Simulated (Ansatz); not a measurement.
This script makes a check of PAW against all-electron LAPW of Cu, space group Cmcm with Ansatz 0.2.0 through its Python package.

`paw_lapw_cu.py`
```python
'''PAW against all-electron LAPW for Cu.'''

import ansatz as az
import numpy as np


def count_gap(report):
    # lowest empty less highest filled band, counting bands; zero where they overlap
    return max(report.get('gap_by_band_count_ev') or 0.0, 0.0)

structure = (
    az.Lattice.of((1.218464, -3.976378, 0.0), (1.218464, 3.976378, 0.0), (0.0, 0.0, 2.475496))
    .atom('Cu', (0.133867, 0.866133, 0.25))
    .atom('Cu', (0.866133, 0.133867, 0.75))
)

calculation = (
    structure.calculation()
    .functional('pbesol')
    .kpoints(14, 14, 13)
    .occupations('Marzari-Vanderbilt', width=0.05)
    .stress()
    .forces()
    .band_table()
)
variants = {
    'PAW': calculation.pseudopotentials('paw'),
    'LAPW': calculation.pseudopotentials('all_electron', lapw=True),
}
# totals differ by the cores that each treatment holds, so compare what does not depend on them
rows = []
for label, variant in variants.items():
    r = variant.run(threads=1, backend='cpu').report
    levels = np.array(r['eigenvalues_ev'][0]) - r['fermi_energy_ev']
    print(label, 'levels at the first k-point near E_F:', np.round(levels[np.abs(levels) < 5], 3))
    rows.append((label, r['n_electrons'], np.trace(r['stress_gpa']) / 3, count_gap(r)))
print('     treatment  electrons in bands           P GPa  gap by band count eV')
for row in rows:
    print(f'{str(row[0]):>14s}  {row[1]:18.1f}  {row[2]:14.3f}  {row[3]:20.3f}')
```

How well do the two treatments of the cores agree on the pressure?

PAW gives -1.467 GPa and LAPW -1.461 GPa, 0.006 GPa apart. They took 6.7 and 69.4 s of processor time.

The output:

```console
$ python paw_lapw_cu.py
DeckWarning: basis.ecutwfc = 420 eV, auto-derived from the records' recommended cutoffs: set by Cu (normal level)
PAW levels at the first k-point near E_F: [-4.95  -4.175 -3.688 -2.968 -2.701 -2.268 -1.955 -1.756 -1.615 -1.365
 -0.103  4.808]
LAPW levels at the first k-point near E_F: [-4.95  -4.176 -3.689 -2.965 -2.699 -2.268 -1.955 -1.757 -1.615 -1.364
 -0.102  4.807]
     treatment  electrons in bands           P GPa  gap by band count eV
           PAW                38.0          -1.467                 0.000
          LAPW                38.0          -1.461                 0.000
```
(Warnings from the package without file and line.)

What to keep in mind:
- A gap by band count of zero or less means overlapping bands, a metal.
- This isn't the structure that Cu takes at ambient conditions.
- Gaps and levels are Kohn-Sham values on a finite set of k-points.
- Pressure is positive in compression; the treatments may keep other shells as core, so totals and counts of electrons can differ.
- Hardware and time: 77 s on 1 thread of Intel(R) Xeon(R) Processor @ 2.30GHz, with other jobs on the host, peak memory 1.4 GiB.
